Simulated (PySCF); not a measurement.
**C4H9BOS: electronic excitations**

Aim: predict the electronic excitations of C4H9BOS (`CSB1CCOC1`).

Programs: PySCF 2.14.0, with density-fitted response routines of our own. Each step states its level of theory. These are calculated values for one molecule in the gas phase, unless marked as measured. Atoms are numbered from 0 throughout.

## 1. The molecule as given

16 atoms, charge 0, multiplicity 1; geometry from: GFN2-xTB.

Bonds of the start (Å): C0–S1 1.83, S1–B2 1.76, B2–C3 1.58, C3–C4 1.54, C4–O5 1.41, O5–C6 1.43, C6–B2 1.59, C0–H7 1.08, C0–H8 1.08, C0–H9 1.08, C3–H10 1.09, C3–H11 1.09, C4–H12 1.09, C4–H13 1.10, C6–H14 1.09, C6–H15 1.10.

## 2. Ultraviolet spectrum: B3LYP/def2-SVPD

The job: settings as JSON, then the geometry in Å.

```
{"job": {"kind": "uv", "xc": "B3LYP", "basis": "def2-SVPD", "nstates": 8, "ntriplets": 3}, "charge": 0, "multiplicity": 1}
C      2.788782     0.101512     0.556678
S      1.628664    -1.299649     0.356393
B      0.104866    -0.503688    -0.001446
C     -1.289294    -1.195719    -0.293555
C     -2.254365     0.001108    -0.204631
O     -1.535890     1.167538    -0.554514
C     -0.191744     1.056061    -0.084898
H      2.437827     0.753949     1.349098
H      2.862830     0.645353    -0.379154
H      3.752150    -0.322310     0.819510
H     -1.307615    -1.611090    -1.304406
H     -1.586500    -1.998216     0.379684
H     -3.103551    -0.063743    -0.886508
H     -2.633717     0.095585     0.825570
H      0.429909     1.636682    -0.772993
H     -0.109950     1.545570     0.901860
```

With the program's defaults for keys left out, this is: TDDFT B3LYP/def2-SVPD, vertical, gas phase, core orbitals frozen in the response.

On the command line:

```console
$ OMP_NUM_THREADS=1 python probes_run.py task.json out
```

One launch serves the whole session: the jobs run in the order shown.

What will the session give for the following? lowest singlet (B3LYP/def2-SVPD); brightest single state of those computed; lowest triplet. Wanted: lowest singlet; brightest single state of those computed; lowest triplet.

As calculated:

```
                                quantity                        value
        lowest singlet (B3LYP/def2-SVPD)  5.00 eV (248 nm), f = 0.005
brightest single state of those computed  state 4, 6.07 eV, f = 0.156
                          lowest triplet                      4.75 eV
```

The lowest singlet, at 5.00 eV, is HOMO→LUMO 0.98 and is weak; of the 8 states computed, the strongest absorption comes from state 4 at 6.07 eV. The lowest triplet lies 0.25 eV below the lowest singlet (triplets in Tamm-Dancoff, singlets in full TDDFT).
